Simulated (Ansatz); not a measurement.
This script drives the Python package of Ansatz (0.2.0).

`freq.py`:
```python
# -*- coding: utf-8 -*-
import ansatz as az
from ase import Atoms
from ase.thermochemistry import IdealGasThermo
import numpy as np

GEOMETRY = '''
O    -1.10354    0.79881    0.31398
B    -0.01321   -0.00565    0.23568
O     0.50554   -0.47065    1.39167
O     0.58943   -0.37375   -0.94095
H    -1.46174    1.12073   -0.51127
H     1.26927   -1.03212    1.26354
H     0.21425   -0.03737   -1.75264
'''

bh3o3 = az.Crystal.molecule()
for line in GEOMETRY.strip().splitlines():
    symbol, *xyz = line.split()
    bh3o3 = bh3o3.atom(symbol, [float(v) for v in xyz])

calc = (
    bh3o3.calculation()
    .basis(gaussian='6-31G*')
    .functional('HF')
)
symbols = [site.symbol for site in bh3o3.cartesian_sites]
start = np.array([site.position_ang for site in bh3o3.cartesian_sites], dtype=float)
def progress(event):
    if event['event'] == 'relax_step':
        row = event['data']
        print(f'step {row["step"]:3d}  E = {row["lagrangian_ev"]:.6f} eV  largest force component {row["allowed_force_max_ev_ang"]:.4f} eV/A')


data = calc.relax(force_tolerance=0.003, max_steps=100).session().plan().execute(on_event=progress).report
end = np.array(data['positions_ang'])

print('final positions (A) and the move of each atom')
for symbol, xyz, old in zip(symbols, end, start):
    print(f'{symbol:2s} {xyz[0]:10.5f} {xyz[1]:10.5f} {xyz[2]:10.5f}   {np.linalg.norm(xyz - old):7.4f}')

minimum = az.Crystal.molecule()
for symbol, place in zip(symbols, end):
    minimum = minimum.atom(symbol, place.tolist())
vibrating = (
    minimum.calculation()
    .basis(gaussian='6-31G*')
    .functional('HF')
    .phonons(temperatures=(200, 600, 100))
)
vib = vibrating.run(threads=1).report['vibrations']
sums = vib['harmonic_sums']
modes = [m['omega_inv_cm'] for m in sums['modes_at_gamma'] if m['rigid_motion'] == 'no']
print('frequencies (1/cm):', ' '.join(f'{w:.0f}' for w in modes))
print('imaginary modes:', sum(w < 0 for w in modes), ' zero-point energy:', round(sums['zero_point_energy_ev'], 4), 'eV')
gas = IdealGasThermo(vib_energies=[w / 8065.544 for w in modes if w > 0], geometry='linear' if len(modes) == 3 * len(symbols) - 5 else 'nonlinear',
                     atoms=Atoms(symbols, positions=end), symmetrynumber=1, spin=0.0)
print(f'H(298 K) - E = {gas.get_enthalpy(298.15, verbose=False):.4f} eV')
print(f'S(298 K, 1 bar) = {96485.33 * gas.get_entropy(298.15, 1e5, verbose=False):.1f} J/(mol K) with symmetry number 1')
```

It is started by `python freq.py`. How long does it take on 1 thread of Arm Neoverse V1 (shared host), and how much memory does it need?

It took about 32 s, with a peak of 0.23 GiB, for 2 runs of the engine.

```console
$ python freq.py
step   1  E = -6834.735892 eV  largest force component 0.5987 eV/A
step   2  E = -6834.748152 eV  largest force component 0.1366 eV/A
step   3  E = -6834.748820 eV  largest force component 0.0473 eV/A
step   4  E = -6834.748905 eV  largest force component 0.0302 eV/A
step   5  E = -6834.748985 eV  largest force component 0.0013 eV/A
final positions (A) and the move of each atom
O    -1.10355    0.79884    0.31124    0.0027
B    -0.01212   -0.00708    0.23213    0.0040
O     0.50440   -0.47113    1.39156    0.0012
O     0.59104   -0.37445   -0.94070    0.0018
H    -1.45002    1.11292   -0.50866    0.0143
H     1.25995   -1.02279    1.25043    0.0186
H     0.21029   -0.03631   -1.73599    0.0171
frequencies (1/cm): 306 471 488 509 549 734 930 1006 1116 1132 1526 1586 4141 4156 4168
imaginary modes: 0  zero-point energy: 1.4145 eV
H(298 K) - E = 1.5591 eV
S(298 K, 1 bar) = 279.8 J/(mol K) with symmetry number 1
```

Caveats:
- Total energies depend on the basis set; only differences at equal settings carry meaning.
- The frequencies are harmonic and unscaled, in a modest basis.
- The result belongs to the one conformer reached from this start, and soft torsions count as harmonic oscillators.
- The entropy takes a symmetry number of 1; a symmetric molecule's is lower by R ln(sigma).
